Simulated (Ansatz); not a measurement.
# Ge3PdRu: the cost of one run

Computed with Ansatz 0.2.0 (DFT PBE, scalar-relativistic, plane waves, PAW, unless a step's input says otherwise).

**1. The system as given**

Symmetry: P4/mmm, No. 123, tetragonal system. Conventional cell: a = 4.300 Å, b = 4.300 Å, c = 5.188 Å, α = 90.00°, β = 90.00°, γ = 90.00°. Around Ge (site symmetry mmm) lie 2 Ru at 2.15 Å and 2 Pd at 2.15 Å. Around Ge (site symmetry 4/mmm) lie 2 Ru at 2.59 Å. Ru (site symmetry 4/mmm) has 4 Ge at 2.15 Å as nearest neighbours. Pd (site symmetry 4/mmm) is surrounded by 4 Ge at 2.15 Å.

Structure file:

```cif
data_structure
_symmetry_space_group_name_H-M 'P 1'
_symmetry_Int_Tables_number 1
_cell_length_a 4.3001
_cell_length_b 4.3001
_cell_length_c 5.1877
_cell_angle_alpha 90.000
_cell_angle_beta 90.000
_cell_angle_gamma 90.000
_cell_volume 95.92
loop_
_atom_site_label
_atom_site_type_symbol
_atom_site_fract_x
_atom_site_fract_y
_atom_site_fract_z
_atom_site_occupancy
Ge1 Ge 0.00000 0.50000 0.00000 1
Ge2 Ge 0.50000 0.00000 0.00000 1
Ge3 Ge 0.50000 0.50000 0.50000 1
Ru1 Ru 0.50000 0.50000 0.00000 1
Pd1 Pd 0.00000 0.00000 0.00000 1
```

The cell is invented: random cell by space group and Wyckoff sites (P4/mmm, No. 123). The dimensions are guesses.

**2. A first look at the guess**

Contents of input.yaml:

```yaml
crystal:
  lattice:
    - [4.30007262, 0.0, 0.0]
    - [0.0, 4.30007262, 0.0]
    - [0.0, 0.0, 5.18770379]
  atoms:
    - { symbol: Ge, position: [0.0, 0.5, 0.0] }
    - { symbol: Ge, position: [0.5, 0.0, 0.0] }
    - { symbol: Ge, position: [0.5, 0.5, 0.5] }
    - { symbol: Ru, position: [0.5, 0.5, 0.0] }
    - { symbol: Pd, position: [0.0, 0.0, 0.0] }
basis:
  ecutwfc: 420
kpoints:
  mp_grid: { grid: [4, 4, 4] }
hamiltonian:
  xc: pbe
scf:
  occupations: { method: gaussian, width: 0.1 }
  lower_state_search: "off"
output:
  forces: true
  stress: true
  eigenvalues: true
```

Command:

```
$ ansatz run input.yaml --threads 1 --pin off --max-ram 2560MiB --backend cpu --events-out ev --progress --plain --runs-dir out
```

**Question.** How long does this run take on 1 thread of Intel Xeon Platinum 8259CL at 2.50GHz (Skylake/Cascade Lake), shared host, and how much memory does it need?

About 4.6 s, with a peak of 0.46 GiB.
